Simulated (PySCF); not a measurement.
**BBr₃: structure of the singlet**

Aim: relax BBr₃ as a singlet from a trigonal planar start, check by its vibrations whether the end is a minimum, and collect its spectrum and constants.

The runs use PySCF 2.14.0; PBE0, basis B def2-TZVP, Br def2-TZVP, no relativity, density fitting.

**1. Where the work starts**

4 atoms, charge 0, spin multiplicity 1.

Bond lengths: B1–Br2 1.990 Å, B1–Br3 1.990 Å, B1–Br4 1.990 Å. Angles: Br2–B1–Br3 120.0°, Br2–B1–Br4 120.0°, Br3–B1–Br4 120.0°.

```xyz
4
charge 0 multiplicity 1
B     0.0000    0.0000    0.0000
Br    1.9900    0.0000    0.0000
Br   -0.9950    1.7234    0.0000
Br   -0.9950   -1.7234    0.0000
```

**2. Finding the electronic state**

One driver script runs all steps and calls PySCF; scf.py shows how it sets up the SCF of each step. The optimiser is the driver's own. After this first run the driver tries any further starts and a stability analysis.

Contents of scf.py:

```python
from pyscf import gto, scf, dft
mol = gto.M(atom='''
B      0.000000     0.000000     0.000000
Br     1.990000     0.000000     0.000000
Br    -0.995000     1.723400     0.000000
Br    -0.995000    -1.723400     0.000000''',
    basis={'B': 'def2-TZVP', 'Br': 'def2-TZVP'},
    charge=0, spin=0)
mf = dft.RKS(mol, xc='PBE0')
mf.grids.atom_grid = (50, 194)
aux = {'B': 'def2-universal-JKFIT', 'Br': 'def2-universal-JKFIT'}
mf = mf.density_fit(auxbasis=aux)
mf.conv_tol = 1e-08
mf.diis_space = 10
mf.max_cycle = 60
mf.init_guess = 'minao'
mf.verbose = 4
mf.kernel()
```

Command:

```bash
OMP_NUM_THREADS=4 python axn.py task.json out
```

The runs that follow: Trigonal planar start, singlet: relaxation; Frequencies.

Before running it: what results should come out? Wanted: minimum; geometry; wavenumbers; dipole moment; highest occupied, lowest empty level; polar-tensor charge of B1; zero-point energy; atomisation energy.

As calculated:

```
                                 quantity                                      value
                                  minimum                               singlet, D3h
                                 geometry     B–Br 1.897 Å (×3); Br–B–Br 120.0° (×3)
                       wavenumbers (cm⁻¹)  152 (e'), 285 (a1'), 387 (a2''), 831 (e')
                            dipole moment                                     0.00 D
     highest occupied, lowest empty level                            -8.31, -2.10 eV
                polar-tensor charge of B1                                    +1.18 e
                        zero-point energy                                15.8 kJ/mol
                      entropy at 298.15 K                            323.8 J/(mol K)
atomisation energy (no zero-point energy)                                1180 kJ/mol
```

The trigonal planar start keeps its D3h symmetry and ends in a minimum. The strongest infrared band lies at 831 cm⁻¹ (e'). The dipole vanishes although B1 carries +1.2 e by the polar tensor: the bond dipoles cancel. Other starts or spin states, not run here, may lie lower.
